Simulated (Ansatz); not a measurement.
# Ga: the cost of one run

Computed with Ansatz 0.2.0 (DFT PBEsol, scalar-relativistic, plane waves, PAW, unless a step's input says otherwise).

That is the level of the relaxation; later steps name their own.

## Step 1: The starting structure

Symmetry: I4_1/amd, No. 141, tetragonal system. The conventional cell has a = 5.093 Å, b = 5.093 Å, c = 2.780 Å, α = 90.00°, β = 90.00°, γ = 90.00°. Ga (site symmetry -4m2) has 6 Ga at 2.64 to 2.78 Å as nearest neighbours.

As a file:

```
CELL_PARAMETERS angstrom
-2.54644 2.54644 1.39007
2.54644 -2.54644 1.39007
2.54644 2.54644 -1.39007
ATOMIC_POSITIONS crystal
Ga 0.00000 0.00000 0.00000
Ga 0.75000 0.25000 0.50000
```

(A quick probe on a coarse mesh, which set the mesh and smearing, is not shown.)

## Step 3: The relaxation

File input.yaml:

```yaml
crystal:
  lattice:
    - [-2.54643655, 2.54643655, 1.39007032]
    - [2.54643655, -2.54643655, 1.39007032]
    - [2.54643655, 2.54643655, -1.39007032]
  atoms:
    - { symbol: Ga, position: [0.0, 0.0, 0.0] }
    - { symbol: Ga, position: [0.75, 0.25, 0.5] }
basis:
  ecutwfc: 420
kpoints:
  mp_grid: { grid: [18, 18, 18] }
hamiltonian:
  xc: pbesol
scf:
  occupations: { method: gaussian, width: 0.1 }
output:
  forces: true
  stress: true
  eigenvalues: true
relax:
  adjacent_minimum: "off"
  f_tol: 0.005
  max_steps: 80
  cell: { stress_tol: 0.05 }
```

Run with:

```bash
$ ansatz run input.yaml --threads 1 --pin off --max-ram 2560MiB --backend cpu --events-out ev --progress --plain --runs-dir out
```

**Question.** How long does this run take on 1 thread of Intel Xeon at 2.70GHz, shared host, and how much memory does it need?

About 2.2 min, with a peak of 0.57 GiB.
